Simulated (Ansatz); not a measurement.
**ZrH: response to strain**

ZrH is deformed so: equal xx and yy strain of +1 %. What stress and forces result, by LAPW, PAW and all-electron datasets made for the crystal?

Program: Ansatz 0.2.0. Level of theory: DFT PBEsol, scalar-relativistic. These are calculated values, not measurements.

### 1 The system as given

The structure is tetragonal, space group P4_2/mmc (No. 131). The conventional cell has a = 3.243 Å, b = 3.243 Å, c = 4.948 Å, α = 90.00°, β = 90.00°, γ = 90.00°. Around Zr (site symmetry mmm) lie 4 H at 2.04 Å. Around H (site symmetry -4m2) lie 4 Zr at 2.04 Å.

Coordinates:

```
Zr H
1.0
     3.24279    0.00000    0.00000
     0.00000    3.24279    0.00000
     0.00000    0.00000    4.94800
Zr H
2 2
Cartesian
  0.0000 1.6214 0.0000
  1.6214 0.0000 2.4740
  0.0000 0.0000 3.7110
  0.0000 0.0000 1.2370
```

Atoms are numbered in the order of the input: Zr1, Zr2, H3, H4.

### 2 The deformed structure

Space group P4_2/mmc before, P4_2/mmc after.

### 3 LAPW, all electrons

Contents of input.yaml:

```yaml
crystal:
  lattice:
    - [3.2752196155, 0.0, 0.0]
    - [0.0, 3.2752196155, 0.0]
    - [0.0, 0.0, 4.948]
  atoms:
    - { symbol: Zr, position: [0.0, 0.5, 0.0] }
    - { symbol: Zr, position: [0.5, 0.0, 0.5] }
    - { symbol: H, position: [0.0, 0.0, 0.75] }
    - { symbol: H, position: [0.0, 0.0, 0.25] }
kpoints:
  mp_grid: { grid: [9, 9, 6] }
  band_path:
    path:
      - [0.0, 0.0, 0.0]
      - [0.0, 0.5, 0.0]
      - [0.5, 0.5, 0.0]
      - [0.0, 0.0, 0.0]
      - [0.0, 0.0, 0.5]
      - [0.0, 0.5, 0.5]
      - [0.5, 0.5, 0.5]
      - [0.0, 0.0, 0.5]
      - [0.0, 0.5, 0.0]
    npoints: 5
scf:
  occupations: { method: fermi_dirac, width: 0.02 }
hamiltonian:
  xc: pbesol
  pseudopotentials: { kind: all_electron, lapw: { basis_error: 0.0005 } }
output:
  forces: true
  stress: true
  eigenvalues: true
```

On the command line:

```console
> ansatz run input.yaml --threads 1 --pin off --max-ram 4096MiB --backend cpu --events-out ev --progress --plain --runs-dir out
```

### 4 PAW with frozen cores

Contents of input.yaml:

```yaml
crystal:
  lattice:
    - [3.2752196155, 0.0, 0.0]
    - [0.0, 3.2752196155, 0.0]
    - [0.0, 0.0, 4.948]
  atoms:
    - { symbol: Zr, position: [0.0, 0.5, 0.0] }
    - { symbol: Zr, position: [0.5, 0.0, 0.5] }
    - { symbol: H, position: [0.0, 0.0, 0.75] }
    - { symbol: H, position: [0.0, 0.0, 0.25] }
kpoints:
  mp_grid: { grid: [9, 9, 6] }
scf:
  occupations: { method: fermi_dirac, width: 0.02 }
hamiltonian:
  xc: pbesol
  pseudopotentials: { kind: paw }
output:
  forces: true
  stress: true
  eigenvalues: true
  efg: { contact_densities: true }
```

### 5 Datasets made for this crystal

input.yaml: that of step 4 with these lines changed.

```diff
@@ -16,3 +16,3 @@
   xc: pbesol
-  pseudopotentials: { kind: paw }
+  pseudopotentials: { kind: all_electron, datasets: crystal }
 output:
```

(Steps that only read results are left out.)

Before running it: what results should come out? Wanted: pressure; largest shear or deviatoric stress.

The runs gave:

| quantity | value |
| --- | --- |
| pressure | LAPW -4.66, PAW -4.68, crystal datasets -4.66 GPa |
| largest shear or deviatoric stress (LAPW) | 1.18 GPa |

In words: The largest part of the stress beyond the pressure is 1.18 GPa in size, in the zz component; the atoms are carried along and not relaxed. No run of the undeformed cell stands beside it, so pressure and stress hold what the given cell had before the change, as far as its symmetry allows. PAW: stress within 0.03 GPa of LAPW. Crystal datasets: stress within 0.01 GPa of LAPW.
